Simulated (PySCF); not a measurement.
# SiAsH₅: electronic excitations at several levels of theory, part 2 of 2

PySCF 2.14.0. Atoms count from 0. Earlier steps stand in the parts before.

### 10 Excited states and response: wB97X-D/def2-SVPD

The job: settings as JSON, then the geometry in Å.

```
{"job": {"kind": "uv", "xc": "wB97X-D", "basis": "def2-SVPD", "ip": true}, "charge": 0, "multiplicity": 1}
Si    -0.839415     0.094468    -0.076953
As     1.448726    -0.008088    -0.693376
H     -1.595475    -0.890901    -0.907583
H     -1.347356     1.466379    -0.380951
H     -1.076719    -0.202279     1.368287
H      1.638039    -1.339112     0.029268
H      1.870709     0.787325     0.538587
```

With the program's defaults for keys left out, this is: TDDFT wB97X-D/def2-SVPD, vertical, gas phase, core orbitals frozen in the response.

The program printed:

```text
coarse grid: 26104 points
cycle   1  E = -2528.0496716006  dE = -1.018e+00  |g| = 2.054e-01  |ddm| = 2.568e+00
cycle   2  E = -2528.0582949754  dE = -8.623e-03  |g| = 1.199e-01  |ddm| = 3.639e-01
cycle   3  E = -2528.0603877111  dE = -2.093e-03  |g| = 1.695e-02  |ddm| = 1.722e-01
cycle   4  E = -2528.0604897756  dE = -1.021e-04  |g| = 7.396e-03  |ddm| = 6.546e-02
cycle   5  E = -2528.0605067707  dE = -1.700e-05  |g| = 1.137e-03  |ddm| = 1.798e-02
cycle   6  E = -2528.0605077228  dE = -9.521e-07  |g| = 2.934e-04  |ddm| = 4.398e-03
final grid: 51864 points
cycle   7  E = -2528.0607192876  dE = -5.608e-07  |g| = 4.051e-04  |ddm| = 3.844e-03
cycle   8  E = -2528.0607193271  dE = -3.946e-08  |g| = 2.714e-04  |ddm| = 1.034e-03
cycle   9  E = -2528.0607193359  dE = -8.857e-09  |g| = 4.474e-05  |ddm| = 2.917e-04
cycle  10  E = -2528.0607193373  dE = -1.407e-09  |g| = 1.683e-05  |ddm| = 1.698e-04
cycle  11  E = -2528.0607193375  dE = -1.473e-10  |g| = 2.998e-06  |ddm| = 5.346e-05
converged SCF energy = -2528.0607193375

Static polarisability (au): isotropic 64.845, principal 57.101 57.410 80.025

Singlet excitations
state   eV       nm        f      main configurations
  1   6.5336    189.8   0.01739   H->L+2 0.95
  2   6.5529    189.2   0.06832   H->L+1 0.82, H->L 0.14
  3   6.8194    181.8   0.29872   H->L 0.73, H->L+1 0.14
  4   7.5713    163.8   0.00768   H->L+3 0.85
  5   7.5744    163.7   0.00707   H->L+4 0.89
  6   7.9333    156.3   0.02471   H-1->L 0.57, H-1->L+1 0.27
  7   8.0658    153.7   0.34713   H-1->L+1 0.66, H-1->L 0.17
  8   8.1746    151.7   0.05518   H-1->L+2 0.70, H-2->L 0.13
  9   8.5253    145.4   0.01496   H->L+5 0.68, H-1->L+3 0.10
 10   8.5950    144.3   0.00308   H-2->L 0.29, H-2->L+1 0.27, H-1->L+4 0.26

Triplet excitations (Tamm-Dancoff, eV): 5.6257 5.7986 6.2775 7.1471
Vertical ionisation energy (delta-SCF) = 9.7719 eV
```

Wall time 10 s (1 thread of Arm Neoverse V1, shared host); peak memory 0.43 GiB.

In short: HOMO -9.32 eV, LUMO 1.56 eV; lowest singlet 6.53 eV.

### 11 Excited states and response: LC-wPBE/def2-SVPD

The job, as its differences from that of step 10:

```diff
@@ -1,2 +1,2 @@
-{"job": {"kind": "uv", "xc": "wB97X-D", "basis": "def2-SVPD", "ip": true}, "charge": 0, "multiplicity": 1}
+{"job": {"kind": "uv", "xc": "LC-wPBE", "basis": "def2-SVPD", "ip": true}, "charge": 0, "multiplicity": 1}
 Si    -0.839415     0.094468    -0.076953
```

With the program's defaults for keys left out, this is: TDDFT LC-wPBE/def2-SVPD, vertical, gas phase, core orbitals frozen in the response.

The program printed:

```text
coarse grid: 26104 points
cycle   1  E = -2527.5902203733  dE = -1.042e+00  |g| = 2.699e-01  |ddm| = 2.602e+00
cycle   2  E = -2527.6045126631  dE = -1.429e-02  |g| = 1.688e-01  |ddm| = 3.876e-01
cycle   3  E = -2527.6075477536  dE = -3.035e-03  |g| = 2.764e-02  |ddm| = 2.201e-01
cycle   4  E = -2527.6078223174  dE = -2.746e-04  |g| = 9.526e-03  |ddm| = 9.434e-02
cycle   5  E = -2527.6078613216  dE = -3.900e-05  |g| = 1.536e-03  |ddm| = 3.025e-02
cycle   6  E = -2527.6078638692  dE = -2.548e-06  |g| = 4.006e-04  |ddm| = 7.395e-03
final grid: 51864 points
cycle   7  E = -2527.6078273270  dE = -1.626e-07  |g| = 1.840e-04  |ddm| = 1.392e-03
cycle   8  E = -2527.6078273547  dE = -2.773e-08  |g| = 9.923e-05  |ddm| = 6.323e-04
cycle   9  E = -2527.6078273593  dE = -4.529e-09  |g| = 4.772e-05  |ddm| = 2.073e-04
cycle  10  E = -2527.6078273611  dE = -1.822e-09  |g| = 9.856e-06  |ddm| = 2.094e-04
cycle  11  E = -2527.6078273611  dE = -4.547e-11  |g| = 1.236e-06  |ddm| = 2.893e-05
converged SCF energy = -2527.6078273611

Static polarisability (au): isotropic 63.126, principal 56.005 56.047 77.327

Singlet excitations
state   eV       nm        f      main configurations
  1   6.6839    185.5   0.01863   H->L+2 0.91
  2   6.9071    179.5   0.03972   H->L 0.45, H->L+1 0.42
  3   7.0837    175.0   0.34774   H->L+1 0.51, H->L 0.31
  4   7.9506    155.9   0.00610   H->L+4 0.81, H-1->L+2 0.08
  5   7.9667    155.6   0.00774   H->L+3 0.77
  6   8.2631    150.0   0.06745   H-1->L 0.68, H-1->L+3 0.10
  7   8.4220    147.2   0.09825   H-1->L+2 0.56, H-1->L+1 0.13
  8   8.4333    147.0   0.31048   H-1->L+1 0.72, H-1->L+2 0.09
  9   8.9317    138.8   0.00062   H-1->L+4 0.32, H-2->L+1 0.27, H-2->L 0.11
 10   8.9836    138.0   0.01111   H->L+5 0.52, H-1->L+3 0.15

Triplet excitations (Tamm-Dancoff, eV): 5.5881 5.7035 6.4346 7.1565
Vertical ionisation energy (delta-SCF) = 9.7806 eV
```

Wall time 14 s (1 thread of Arm Neoverse V1, shared host); peak memory 0.43 GiB.

Key values: HOMO -10.08 eV, LUMO 1.79 eV; lowest singlet 6.68 eV.

### 12 Excited states and response: PBE0/6-31G*

The job, as its differences from that of step 11:

```diff
@@ -1,2 +1,2 @@
-{"job": {"kind": "uv", "xc": "LC-wPBE", "basis": "def2-SVPD", "ip": true}, "charge": 0, "multiplicity": 1}
+{"job": {"kind": "uv", "xc": "PBE0", "basis": "6-31G*"}, "charge": 0, "multiplicity": 1}
 Si    -0.839415     0.094468    -0.076953
```

Method: TDDFT PBE0/6-31G*, vertical, gas phase, core orbitals frozen in the response.

The program printed:

```text
coarse grid: 26104 points
cycle   1  E = -2527.6473199478  dE = -9.286e-01  |g| = 1.654e-01  |ddm| = 2.199e+00
cycle   2  E = -2527.6505866731  dE = -3.267e-03  |g| = 9.985e-02  |ddm| = 3.551e-01
cycle   3  E = -2527.6534591609  dE = -2.872e-03  |g| = 1.981e-02  |ddm| = 1.753e-01
cycle   4  E = -2527.6535810096  dE = -1.218e-04  |g| = 7.218e-03  |ddm| = 3.671e-02
cycle   5  E = -2527.6535897864  dE = -8.777e-06  |g| = 7.699e-04  |ddm| = 8.792e-03
final grid: 51864 points
cycle   6  E = -2527.6535637480  dE = -1.146e-07  |g| = 6.676e-04  |ddm| = 2.113e-03
cycle   7  E = -2527.6535637749  dE = -2.686e-08  |g| = 6.145e-04  |ddm| = 1.093e-03
cycle   8  E = -2527.6535638202  dE = -4.527e-08  |g| = 2.873e-05  |ddm| = 4.419e-04
cycle   9  E = -2527.6535638205  dE = -3.124e-10  |g| = 5.954e-06  |ddm| = 4.848e-05
converged SCF energy = -2527.6535638205

Static polarisability (au): isotropic 52.368, principal 43.555 45.041 68.509

Singlet excitations
state   eV       nm        f      main configurations
  1   6.8469    181.1   0.02571   H->L+1 0.96
  2   6.8649    180.6   0.30938   H->L 0.86, H-1->L 0.08
  3   7.6243    162.6   0.01178   H->L+2 0.88, H-1->L 0.09
  4   7.8681    157.6   0.00740   H->L+3 0.90, H-1->L+1 0.09
  5   8.0791    153.5   0.21746   H-1->L 0.46, H->L+4 0.44
  6   8.3389    148.7   0.31284   H->L+4 0.51, H-1->L 0.31
  7   8.3461    148.6   0.04210   H-2->L 0.65, H-1->L+1 0.30
  8   8.7329    142.0   0.03772   H-1->L+1 0.44, H-2->L 0.30
  9   8.8192    140.6   0.01764   H-1->L+2 0.55, H-3->L 0.34
 10   9.0663    136.8   0.05885   H-3->L 0.58, H-1->L+2 0.19, H-2->L+1 0.17

Triplet excitations (Tamm-Dancoff, eV): 5.4960 5.8587 6.8381 7.1334
```

Wall time 2.8 s (1 thread of Arm Neoverse V1, shared host); peak memory 0.43 GiB.

Key values: HOMO -7.50 eV, LUMO 0.21 eV; lowest singlet 6.85 eV.

### 13 TDDFT and polarisability: PBE0/def2-SVP

The job, as its differences from that of step 12:

```diff
@@ -1,2 +1,2 @@
-{"job": {"kind": "uv", "xc": "PBE0", "basis": "6-31G*"}, "charge": 0, "multiplicity": 1}
+{"job": {"kind": "uv", "xc": "PBE0", "basis": "def2-SVP"}, "charge": 0, "multiplicity": 1}
 Si    -0.839415     0.094468    -0.076953
```

With the program's defaults for keys left out, this is: TDDFT PBE0/def2-SVP, vertical, gas phase, core orbitals frozen in the response.

The program printed:

```text
coarse grid: 26104 points
cycle   1  E = -2527.5918968193  dE = -9.497e-01  |g| = 1.605e-01  |ddm| = 2.266e+00
cycle   2  E = -2527.5949955985  dE = -3.099e-03  |g| = 9.372e-02  |ddm| = 3.225e-01
cycle   3  E = -2527.5970256626  dE = -2.030e-03  |g| = 1.555e-02  |ddm| = 1.422e-01
cycle   4  E = -2527.5971168431  dE = -9.118e-05  |g| = 6.849e-03  |ddm| = 3.260e-02
cycle   5  E = -2527.5971265723  dE = -9.729e-06  |g| = 9.382e-04  |ddm| = 9.501e-03
final grid: 51864 points
cycle   6  E = -2527.5971018293  dE = -9.753e-08  |g| = 9.276e-04  |ddm| = 2.525e-03
cycle   7  E = -2527.5971018424  dE = -1.313e-08  |g| = 9.450e-04  |ddm| = 1.816e-03
cycle   8  E = -2527.5971019407  dE = -9.828e-08  |g| = 3.697e-05  |ddm| = 8.586e-04
cycle   9  E = -2527.5971019412  dE = -5.525e-10  |g| = 7.956e-06  |ddm| = 6.397e-05
converged SCF energy = -2527.5971019412

Static polarisability (au): isotropic 55.729, principal 48.399 50.099 68.688

Singlet excitations
state   eV       nm        f      main configurations
  1   6.7517    183.6   0.01984   H->L+1 0.96
  2   7.1441    173.5   0.12633   H->L+2 0.73, H->L 0.21
  3   7.1705    172.9   0.14065   H->L 0.63, H->L+2 0.25
  4   7.6959    161.1   0.00605   H->L+3 0.91, H-1->L+1 0.08
  5   7.9315    156.3   0.02553   H->L+4 0.91
  6   8.3345    148.8   0.05719   H-1->L+1 0.54, H-2->L 0.31
  7   8.3712    148.1   0.13729   H-1->L 0.58, H-1->L+2 0.18
  8   8.5431    145.1   0.26551   H-1->L+2 0.67, H-1->L 0.13
  9   8.7490    141.7   0.00857   H-2->L 0.48, H-1->L+3 0.25, H-1->L+1 0.14
 10   8.9781    138.1   0.02577   H->L+5 0.83

Triplet excitations (Tamm-Dancoff, eV): 5.6124 5.7677 6.5238 7.0919
```

It took 3.3 s on 1 thread of Arm Neoverse V1, shared host; peak memory 0.43 GiB.

Key values: HOMO -7.55 eV, LUMO 0.43 eV; lowest singlet 6.75 eV.

### 14 Ultraviolet spectrum: PBE0/def2-TZVP

The job, as its differences from that of step 13:

```diff
@@ -1,2 +1,2 @@
-{"job": {"kind": "uv", "xc": "PBE0", "basis": "def2-SVP"}, "charge": 0, "multiplicity": 1}
+{"job": {"kind": "uv", "xc": "PBE0", "basis": "def2-TZVP"}, "charge": 0, "multiplicity": 1}
 Si    -0.839415     0.094468    -0.076953
```

With the program's defaults for keys left out, this is: TDDFT PBE0/def2-TZVP, vertical, gas phase, core orbitals frozen in the response.

The program printed:

```text
coarse grid: 26104 points
cycle   1  E = -2527.9659924875  dE = -9.297e-01  |g| = 3.615e-01  |ddm| = 1.943e+00
cycle   2  E = -2527.9706959929  dE = -4.704e-03  |g| = 2.901e-01  |ddm| = 2.859e-01
cycle   3  E = -2527.9759351946  dE = -5.239e-03  |g| = 1.947e-02  |ddm| = 1.186e-01
cycle   4  E = -2527.9759910843  dE = -5.589e-05  |g| = 7.713e-03  |ddm| = 2.607e-02
cycle   5  E = -2527.9760053125  dE = -1.423e-05  |g| = 1.778e-03  |ddm| = 9.734e-03
cycle   6  E = -2527.9760065502  dE = -1.238e-06  |g| = 2.730e-04  |ddm| = 2.071e-03
final grid: 51864 points
cycle   7  E = -2527.9760212190  dE = -2.468e-08  |g| = 2.243e-04  |ddm| = 8.346e-04
cycle   8  E = -2527.9760212211  dE = -2.146e-09  |g| = 2.116e-04  |ddm| = 4.273e-04
cycle   9  E = -2527.9760212353  dE = -1.423e-08  |g| = 1.327e-05  |ddm| = 2.127e-04
cycle  10  E = -2527.9760212354  dE = -7.822e-11  |g| = 4.493e-06  |ddm| = 1.985e-05
converged SCF energy = -2527.9760212354

Static polarisability (au): isotropic 61.427, principal 53.912 54.439 75.930

Singlet excitations
state   eV       nm        f      main configurations
  1   6.5442    189.5   0.01400   H->L+1 0.78, H->L+2 0.19
  2   6.6608    186.1   0.09523   H->L+2 0.61, H->L 0.21, H->L+1 0.15
  3   6.8790    180.2   0.19773   H->L 0.65, H->L+2 0.18
  4   7.3611    168.4   0.00660   H->L+3 0.93
  5   7.4951    165.4   0.01247   H->L+4 0.91
  6   8.0277    154.4   0.31972   H-1->L 0.79
  7   8.0332    154.3   0.04994   H-1->L+2 0.70, H-1->L+1 0.23
  8   8.1163    152.8   0.05527   H-1->L+1 0.47, H-2->L 0.24, H-1->L+2 0.17
  9   8.4360    147.0   0.00018   H-2->L 0.59, H-1->L+3 0.22, H-1->L+1 0.09
 10   8.4707    146.4   0.02472   H->L+5 0.96

Triplet excitations (Tamm-Dancoff, eV): 5.4655 5.6619 6.1664 6.8252
```

Run time: 5.8 s. Hardware: 1 thread of Arm Neoverse V1, shared host; peak memory 0.45 GiB.

In short: HOMO -7.56 eV, LUMO 0.15 eV; lowest singlet 6.54 eV.

### 15 Side by side: electronic excitations

Excitations and ground-state properties, with basis size and wall time:

```tsv
run	lowest singlet (eV)	brightest (eV)	f	gap (eV)	α (Å³)	μ (D)	functions	time
HF/def2-SVPD	6.81	7.34	0.492	12.06	9.17	0.52	102	2.5 s
LDA/def2-SVPD	5.92	7.29	0.187	5.67	10.05	0.39	102	13 s
PBE/def2-SVPD	5.99	6.26	0.181	5.73	9.86	0.31	102	11 s
B3LYP/def2-SVPD	6.21	6.51	0.254	7.07	9.66	0.30	102	8.6 s
PBE0/def2-SVPD	6.39	7.85	0.253	7.52	9.61	0.39	102	8.3 s
BHandHLYP/def2-SVPD	6.57	6.88	0.346	9.07	9.41	0.38	102	8.3 s
CAM-B3LYP/def2-SVPD	6.43	8.01	0.326	9.53	9.54	0.38	102	10 s
wB97X-D/def2-SVPD	6.53	8.07	0.347	10.88	9.61	0.41	102	10 s
LC-wPBE/def2-SVPD	6.68	7.08	0.348	11.86	9.35	0.49	102	14 s
PBE0/6-31G*	6.85	8.34	0.313	7.71	7.76	0.64	60	2.8 s
PBE0/def2-SVP	6.75	8.54	0.266	7.98	8.26	0.51	75	3.3 s
PBE0/def2-TZVP	6.54	8.03	0.320	7.71	9.10	0.38	115	5.8 s
```

### 16 What came out

This closing draws on all 2 parts.

| quantity | value |
| --- | --- |
| point group | Cs |
| rotational constants (main isotopes) | 47.76, 3.73, 3.72 GHz |
| lowest singlet (HF/def2-SVPD) | 6.81 eV (182 nm), f = 0.028 |
| brightest single state of those computed | state 3, 7.34 eV, f = 0.492 |
| lowest triplet | 5.46 eV |
| vertical ionisation energy (ΔSCF) | 8.79 eV |
| range of the lowest singlet | 5.92 to 6.85 eV |

In words: Single values in the summary come from the first run of each kind that ended normally (HF/def2-SVPD), which need not be the best level. The start was shaken at random, so part of the energy gained undoes that. Over 8 steps the energy fell by 0.252 eV; of the close pairs, Si0–As1 changed most, 2.249 to 2.372 Å. The lowest singlet, at 6.81 eV, is HOMO→LUMO+2 0.81, HOMO→LUMO+4 0.12 and is weak; of the 10 states computed, the strongest absorption comes from state 3 at 7.34 eV. The lowest triplet lies 1.35 eV below the lowest singlet (triplets in Tamm-Dancoff, singlets in full TDDFT). At HF/def2-SVPD, the highest states lie near or above the ionisation energy, where they hang on the basis. ΔSCF puts the ionisation energy at 8.79 eV, 1.10 eV below −ε(HOMO). The lowest singlet runs from 5.92 eV (LDA/def2-SVPD) to 6.85 eV (PBE0/6-31G*), while the orbital gap spans 5.67 to 12.06 eV. The lowest state need not be the same one in every run. The runs solved for a few states only, so the brightest column depends on that window.
